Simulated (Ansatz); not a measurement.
# CH7AlBNO2Si: the cost of one run

All numbers below are computed with Ansatz 0.2.0 (UKS PBE/STO-3G).

## 1. The structure to begin with

Bond lengths: C1–Si2 1.879 Å, Si2–Al3 2.338 Å, Si2–N4 1.693 Å, N4–B5 1.547 Å, B5–O6 1.485 Å, Si2–O7 1.674 Å, B5–O7 1.533 Å, C1–H8 1.106 Å, C1–H9 1.065 Å, C1–H10 1.165 Å, Al3–H11 1.628 Å, Al3–H12 1.588 Å, N4–H13 1.157 Å, O6–H14 1.020 Å. Angles (14 of 23 angles, heavy atoms first): C1–Si2–Al3 115.8°, C1–Si2–N4 117.1°, C1–Si2–O7 113.2°, Al3–Si2–N4 111.2°, Al3–Si2–O7 113.4°, N4–Si2–O7 81.6°, Si2–N4–B5 92.8°, N4–B5–O6 135.8°, N4–B5–O7 91.2°, O6–B5–O7 133.0°, Si2–O7–B5 94.0°, Si2–C1–H8 106.5°, Si2–C1–H9 110.5°, Si2–C1–H10 106.2°.

Coordinates:

```xyz
14

C    -0.6280   -1.8847    0.0644
Si    0.3066   -0.2614   -0.0783
Al    2.4359   -0.3951   -1.0341
N    -0.5491    1.0721   -0.6745
B    -0.6104    1.7492    0.7156
O    -1.2574    2.9599    1.2832
O     0.2638    0.6485    1.3263
H    -0.8024   -2.2385   -0.9692
H    -0.1120   -2.5568    0.7091
H    -1.6532   -1.6276    0.5534
H     3.5658   -1.3267   -0.3223
H     2.8385    0.4504   -2.3160
H    -1.6464    0.7470   -0.8471
H    -2.1646    2.6345    1.6184
```

## 2. Preparing the start

input.yaml reads:

```yaml
crystal:
  periodic: [false, false, false]
  atoms:
    - { symbol: C, position_ang: [-0.628, -1.8847, 0.0644] }
    - { symbol: Si, position_ang: [0.3066, -0.2614, -0.0783] }
    - { symbol: Al, position_ang: [2.4359, -0.3951, -1.0341] }
    - { symbol: "N", position_ang: [-0.5491, 1.0721, -0.6745] }
    - { symbol: B, position_ang: [-0.6104, 1.7492, 0.7156] }
    - { symbol: O, position_ang: [-1.2574, 2.9599, 1.2832] }
    - { symbol: O, position_ang: [0.2638, 0.6485, 1.3263] }
    - { symbol: H, position_ang: [-0.8024, -2.2385, -0.9692] }
    - { symbol: H, position_ang: [-0.112, -2.5568, 0.7091] }
    - { symbol: H, position_ang: [-1.6532, -1.6276, 0.5534] }
    - { symbol: H, position_ang: [3.5658, -1.3267, -0.3223] }
    - { symbol: H, position_ang: [2.8385, 0.4504, -2.316] }
    - { symbol: H, position_ang: [-1.6464, 0.747, -0.8471] }
    - { symbol: H, position_ang: [-2.1646, 2.6345, 1.6184] }
magnetization:
  spin_polarized: true
basis:
  gaussian: { orbitals: STO-3G }
hamiltonian:
  xc: pbe
relax:
  f_tol: 0.02
  max_steps: 40
```

Launch:

```sh
$ ansatz run input.yaml --threads 1 --pin off --max-ram 2048MiB --backend cpu --events-out ev --progress --plain --runs-dir out
```

**Question.** How long does this run take on 1 thread of AMD EPYC 9R45 (Zen 5), shared host, and how much memory does it need?

About 51 s, with a peak of 0.27 GiB.
